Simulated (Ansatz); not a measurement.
# C3H11B: the cost of one run

All numbers below are computed with Ansatz 0.2.0 (UKS PBE0/6-31G).

## (1) The structure to begin with

Bond lengths: B1–C2 1.856 Å, C2–C3 1.527 Å, B1–H4 1.172 Å, B1–H5 1.173 Å, B1–H6 1.232 Å, B1–C7 1.855 Å, C2–H8 1.090 Å, C2–H9 1.094 Å, C3–H10 1.090 Å, C3–H11 1.090 Å, C3–H12 1.088 Å, C7–H13 1.085 Å, C7–H14 1.087 Å, C7–H15 1.088 Å. Angles (14 of 28 angles, heavy atoms first): B1–C2–C3 116.7°, C2–B1–C7 98.3°, B1–C2–H8 98.4°, B1–C2–H9 115.3°, C3–C2–H8 108.5°, C3–C2–H9 110.5°, C2–B1–H4 109.1°, C2–B1–H5 108.8°, C2–B1–H6 49.1°, H4–B1–C7 109.4°, H5–B1–C7 109.1°, H6–B1–C7 49.1°, C2–C3–H10 111.8°, C2–C3–H11 111.0°.

As a file:

```xyz
15

B    -0.5598    1.1440   -0.0622
C     0.4187    0.0118    1.0353
C     0.0076   -1.4589    1.0429
H    -1.7000    0.8971    0.0507
H    -0.1783    2.2427    0.0929
H     0.2481    0.2549   -0.3362
C     0.0461    0.5175   -1.6998
H     0.1499    0.4502    1.9961
H     1.5052    0.1055    0.9538
H     0.3262   -1.9725    0.1356
H     0.4490   -1.9832    1.8909
H    -1.0743   -1.5494    1.1202
H    -0.4982    1.1794   -2.3658
H    -0.2452   -0.4990   -1.9506
H     1.1050    0.6600   -1.9040
```

## (2) Run 1

150 steps of 0.5 fs at constant energy, with velocities drawn for 600 K.

Input file input.yaml:

```yaml
crystal:
  periodic: [false, false, false]
  atoms:
    - { symbol: B, position_ang: [-0.5598, 1.144, -0.0622] }
    - { symbol: C, position_ang: [0.4187, 0.0118, 1.0353] }
    - { symbol: C, position_ang: [0.0076, -1.4589, 1.0429] }
    - { symbol: H, position_ang: [-1.7, 0.8971, 0.0507] }
    - { symbol: H, position_ang: [-0.1783, 2.2427, 0.0929] }
    - { symbol: H, position_ang: [0.2481, 0.2549, -0.3362] }
    - { symbol: C, position_ang: [0.0461, 0.5175, -1.6998] }
    - { symbol: H, position_ang: [0.1499, 0.4502, 1.9961] }
    - { symbol: H, position_ang: [1.5052, 0.1055, 0.9538] }
    - { symbol: H, position_ang: [0.3262, -1.9725, 0.1356] }
    - { symbol: H, position_ang: [0.449, -1.9832, 1.8909] }
    - { symbol: H, position_ang: [-1.0743, -1.5494, 1.1202] }
    - { symbol: H, position_ang: [-0.4982, 1.1794, -2.3658] }
    - { symbol: H, position_ang: [-0.2452, -0.499, -1.9506] }
    - { symbol: H, position_ang: [1.105, 0.66, -1.904] }
magnetization:
  spin_polarized: true
basis:
  gaussian: { orbitals: "6-31G" }
hamiltonian:
  xc: pbe0
md:
  timestep: 0.5
  n_steps: 150
  ensemble: nve
  temperature: 600.0
  initial_velocities: maxwell_boltzmann
  seed: 616969
```

The run is started by

```bash
$ ansatz run input.yaml --threads 1 --pin off --max-ram 2048MiB --backend cpu --events-out ev --progress --plain --runs-dir out
```

**Question.** How long does this run take on 1 thread of Arm Neoverse V1, shared host, and how much memory does it need?

About 11 min, with a peak of 0.17 GiB.
